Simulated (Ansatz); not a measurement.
# NaP2: the cost of one run

Program: Ansatz 0.2.0. Level of theory: DFT PBE+D3(BJ), scalar-relativistic, plane waves, PAW. These are calculated values, not measurements.

2 further runs of the same task are left out: 1 that didn't finish, 1 set aside as unsound or not needed.

**1. The starting structure**

The structure is triclinic, space group P-1 (No. 2). The conventional cell has a = 3.277 Å, b = 5.633 Å, c = 6.968 Å, α = 98.04°, β = 93.32°, γ = 104.47°. Around Na (site symmetry 1) lie 9 P at 2.88 to 3.52 Å and 4 Na at 3.28 to 3.80 Å. Around P (site symmetry 1) lie 4 P at 2.21 to 3.28 Å and 5 Na at 2.88 to 3.29 Å. P (site symmetry 1) has 3 P at 2.21 to 2.24 Å and 1 Na at 2.91 Å as nearest neighbours.

As a file:

```
Na P
1.0
     3.27664    0.00000    0.00000
    -1.40788    5.45438    0.00000
    -0.40400   -1.11043    6.86746
Na P
2 4
Direct
  0.12216 0.78912 0.17356
  0.87784 0.21088 0.82644
  0.61026 0.67660 0.78410
  0.90579 0.30218 0.42542
  0.38974 0.32340 0.21589
  0.09421 0.69782 0.57458
```

It is the end of an earlier relaxation with the same method, from a generated guess; it is a trial structure. At a tolerance of 0.02 Å it has space group P-1 (No. 2); it has 20.46 Å³/atom, an uncorrected energy of -0.32 eV/atom over the elements and, on its mesh, gap 0.87 eV.

**2. Volume × 0.97**

input.yaml reads:

```yaml
crystal:
  lattice:
    - [3.2435361067, 0.0, 0.0]
    - [-1.3936588095, 5.3992850491, 0.0]
    - [-0.399917527, -1.0992110856, 6.7980916267]
  atoms:
    - { symbol: Na, position: [0.122165, 0.789117, 0.17356] }
    - { symbol: Na, position: [0.877835, 0.210883, 0.82644] }
    - { symbol: P, position: [0.610257, 0.676597, 0.784105] }
    - { symbol: P, position: [0.905792, 0.302178, 0.425419] }
    - { symbol: P, position: [0.389743, 0.323403, 0.215895] }
    - { symbol: P, position: [0.094208, 0.697822, 0.574581] }
basis:
  ecutwfc: 420
kpoints:
  mp_grid: { grid: [8, 6, 4] }
hamiltonian:
  xc: pbe
  dispersion: d3bj
scf:
  occupations: { method: gaussian, width: 0.02 }
output:
  forces: true
  stress: true
  eigenvalues: true
relax:
  adjacent_minimum: "off"
  f_tol: 0.01
  max_steps: 30
  cell: { stress_tol: 0.1, fix: [volume] }
```

Launch:

```console
$ ansatz run input.yaml --threads 4 --pin off --max-ram 8192MiB --backend cpu --events-out ev --progress --plain --runs-dir out
```

**Question.** How long does this run take on 4 threads of Arm Neoverse V1, shared host, and how much memory does it need?

About 63 s, with a peak of 0.57 GiB.
